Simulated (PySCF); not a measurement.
# [LaF4]−: other functionals and bases at one geometry

An exercise on one series of results from a longer session: the logs are not shown, and one member is left open.

Program: PySCF 2.14.0. Level of theory: several levels, as the steps say, no spin–orbit coupling. These are calculated values, not measurements.

1 further run of the same task is left out (for a known fault of the program).

### Where the work starts

5 atoms, charge -1, spin multiplicity 1.

Bond lengths: La1–F2 2.209 Å, La1–F3 2.209 Å, La1–F4 2.209 Å, La1–F5 2.209 Å. Angles: F2–La1–F3 109.5°, F2–La1–F4 109.5°, F2–La1–F5 109.5°, F3–La1–F4 109.5°, F3–La1–F5 109.5°, F4–La1–F5 109.5°.

As a file:

```xyz
5
F4La
La    0.00000    0.00000    0.00000
F     1.27528    1.27528    1.27528
F    -1.27528   -1.27528    1.27528
F     1.27528   -1.27528   -1.27528
F    -1.27528    1.27528   -1.27528
```

Formal oxidation states: La +3. An earlier session relaxed this geometry at PBE0, La def2-SVP with ECP46, F def2-SVP (singlet, point group Td).

At PBE0 on the finer grid: E = -430.654868 Eh, HOMO -4.58 eV, LUMO 3.45 eV, Mulliken charge on La1 +1.05 e, largest force component 0.005 eV/Å. 

Levels to run: B3LYP; TPSSh; PBE0, TZVP. Hardware: 2 threads of Arm Neoverse V2, shared host.

The first run:

Contents of run.py (the lines that set the calculation):

```python
mol = gto.M(atom='''
La     0.00000     0.00000     0.00000
F      1.27528     1.27528     1.27528
F     -1.27528    -1.27528     1.27528
F      1.27528    -1.27528    -1.27528
F     -1.27528     1.27528    -1.27528''',
    basis={'La': 'def2-SVP', 'F': 'def2-SVP'},
    ecp={'La': 'def2-SVP'},
    charge=-1, spin=0)
mf = dft.RKS(mol, xc='B3LYP')
mf.grids.atom_grid = (75, 302)  # f atoms: unpruned, at least (60, 302)
mf = mf.density_fit()  # fitting sets: La def2-universal-JKFIT, F def2-universal-JKFIT
mf.conv_tol = 1e-08; mf.max_cycle = 55
mf.kernel(dm0)  # dm0: the density of the relaxed state
```

Command:

```
$ OMP_NUM_THREADS=2 python run.py
```

Among the steps run: B3LYP; TPSSh; PBE0, TZVP.

One table of the session follows, with a row left open; its other results are not shown here.

```
              level  HOMO (eV)  gap (eV)  charge on La1 (e)  largest force component (eV/Å)
PBE0 (relaxed here)      -4.58      8.02               1.05                            0.00
              B3LYP          ?         ?                  ?                               ?
              TPSSh      -3.50      6.76               0.99                            0.08
         PBE0, TZVP      -5.01      8.38               1.46                            0.14
```

**Question.** Estimate the row for B3LYP.

**Answer.** HOMO (eV): -4.25; gap (eV): 7.42; charge on La1 (e): 0.99; largest force component (eV/Å): 0.11. In the column «HOMO (eV)» it lies between PBE0 (relaxed here) (-4.58) and TPSSh (-3.50).

In one basis the HOMO–LUMO gap runs from 6.76 eV (TPSSh) to 8.02 eV (PBE0). The largest leftover force, 0.14 eV/Å with PBE0, TZVP, stands at a geometry relaxed at another level. Total energies of different levels can't be compared.
